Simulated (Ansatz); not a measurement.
# WN(OH)3 (H₃NO₃W): structure and electronic state

What does WN(OH)3 (H₃NO₃W) look like as a singlet, and where do its frontier electrons sit?

Program: Ansatz 0.2.0, Gaussian basis. Level of theory: RKS PBE0-D4/def2-TZVP. These are calculated values, not measurements.

Levels to be run: relaxation at r2SCAN-D4/def2-SVP; a search for the lowest solution at PBE0-D4/def2-SVP; a single point at PBE0-D4/def2-TZVP.

### Step 1. Starting geometry

8 atoms, charge 0, spin multiplicity 1.

Atoms are counted from 1 here; the program's logs count them from 0.

Bond lengths: W1–N2 1.738 Å, W1–O3 1.916 Å, W1–O5 1.919 Å, W1–O7 1.918 Å, O3–H4 0.972 Å, O5–H6 0.971 Å, O7–H8 0.971 Å. Angles: N2–W1–O3 104.1°, N2–W1–O5 103.7°, N2–W1–O7 103.8°, O3–W1–O5 114.8°, O3–W1–O7 114.9°, O5–W1–O7 113.7°, W1–O3–H4 134.2°, W1–O5–H6 133.7°, W1–O7–H8 133.4°.

Formally the metal is d0. W takes a core potential in the def2 sets. No spin-orbit coupling is included.

The start is a GFN2-xTB geometry.

### Step 2. Relaxation at r2SCAN-D4/def2-SVP

in.yaml reads:

```yaml
crystal:
  periodic: [false, false, false]
  atoms:
    - {symbol: W, position_ang: [0.012880, 0.000910, -0.068440]}
    - {symbol: N, position_ang: [0.026900, 0.029830, 1.668810]}
    - {symbol: O, position_ang: [1.815340, 0.427630, -0.556600]}
    - {symbol: H, position_ang: [2.622580, 0.632600, -0.056430]}
    - {symbol: O, position_ang: [-1.285060, 1.335330, -0.533770]}
    - {symbol: H, position_ang: [-1.866510, 1.915110, -0.014640]}
    - {symbol: O, position_ang: [-0.536430, -1.788180, -0.490390]}
    - {symbol: H, position_ang: [-0.789700, -2.553240, 0.051460]}
basis:
  gaussian: {orbitals: def2-SVP}
hamiltonian: {xc: r2scan, dispersion: d4}
scf: {omitted_lower_state_checks: [starts]}
output: {orbitals: {seedname: orbitals}}
relax: {f_tol: 0.02, max_steps: 100}
```

Launch:

```sh
$ ansatz run in.yaml --threads 4 --pin off --events-out ev --progress --plain --max-ram 3916MiB
```

The runs that follow: Searching for the lowest solution, PBE0-D4/def2-SVP; Single point, PBE0-D4/def2-TZVP.

Before running them: what should the planned runs give, taken together? Wanted: point group; near neighbours of the metal; HOMO, LUMO at PBE0-D4/def2-TZVP; charge on the metal; dipole at r2SCAN-D4/def2-SVP.

As calculated:

| quantity | value |
| --- | --- |
| point group | C3v |
| near neighbours of the metal | N 1.68, O 1.90, O 1.90, O 1.90 Å |
| HOMO, LUMO at PBE0-D4/def2-TZVP | -8.32, -0.94 eV |
| charge on the metal (Mulliken, PBE0-D4/def2-TZVP) | +1.29 e |
| dipole at r2SCAN-D4/def2-SVP | 0.11 D |

What this shows: The molecule keeps its bonding pattern by the stored test; the atoms moved 0.11 Å (rms). The metal has 4 near neighbours by the distance rule, from 1.68 to 1.90 Å. The Mulliken charge of the metal, +1.29 e, depends on the basis and isn't its oxidation state. No usable vibrations, so a minimum isn't proven. The HOMO lies nearest to N2 71 %; W1 17 % and the LUMO to W1 54 %; N2 13 %. Whether this spin is the lowest isn't tested here.
